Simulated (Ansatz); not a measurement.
**CsLiCr2Te2S3 in Ansatz: the effect of functional**

Crystal: CsLiCr2Te2S3.

```xyz
9
Lattice="3.4216 -5.1807 0.0078 3.4216 5.1807 0.0078 -2.9041 0.0000 7.4309" Properties=species:S:1:pos:R:3 pbc="T T T"
Cs    0.6167    0.0000    0.0649
Li    2.4219    0.0000    4.1212
Cr    0.1728    2.1297    4.1498
Cr    0.1728   -2.1297    4.1498
Te    4.0786    1.5993    2.1688
Te    4.0786   -1.5993    2.1688
S     2.0049   -2.1476    5.4598
S     2.0049    2.1476    5.4598
S     0.0600    0.0000    3.5978
```

The cell was built by a generator and needn't be a form met in nature.

Alike in all runs:

```yaml
Program: Ansatz 0.2.0
Task: band structure
Potentials_or_basis: all-electron LAPW, scalar-relativistic
Cutoff: 292 eV (chosen from the basis error)
Basis_error_allowed: 0.002 eV/atom
k_mesh: 4 × 4 × 3
Occupations: fermi-dirac, width 0.05 eV
Spin: collinear spin, ferromagnetic start
Starting_moments: "[0.0, 0.0, 3.0, 3.0, 0.0, 0.0, 0.0, 0.0, 0.0] μB"
```

```tsv
functional	pressure (GPa)	moment (μB)	largest force (eV/Å)
PBEsol	?	?	?
LDA	-3.8	4.00	0.57
RPBE	1.7	4.02	0.18
revPBE	1.3	4.01	0.13
```

**Question.** What does the run with functional PBEsol give?

**Answer.** Pressure -2.1 GPa; moment 4.01 μB; largest force 0.29 eV/Å.

Caveats: the k mesh is thin for a metal, which can move the energy by tens of meV per atom; only a ferromagnetic start was run, and an antiferromagnetic order may lie lower in energy.

Runs at the PBE level aren't shown here.
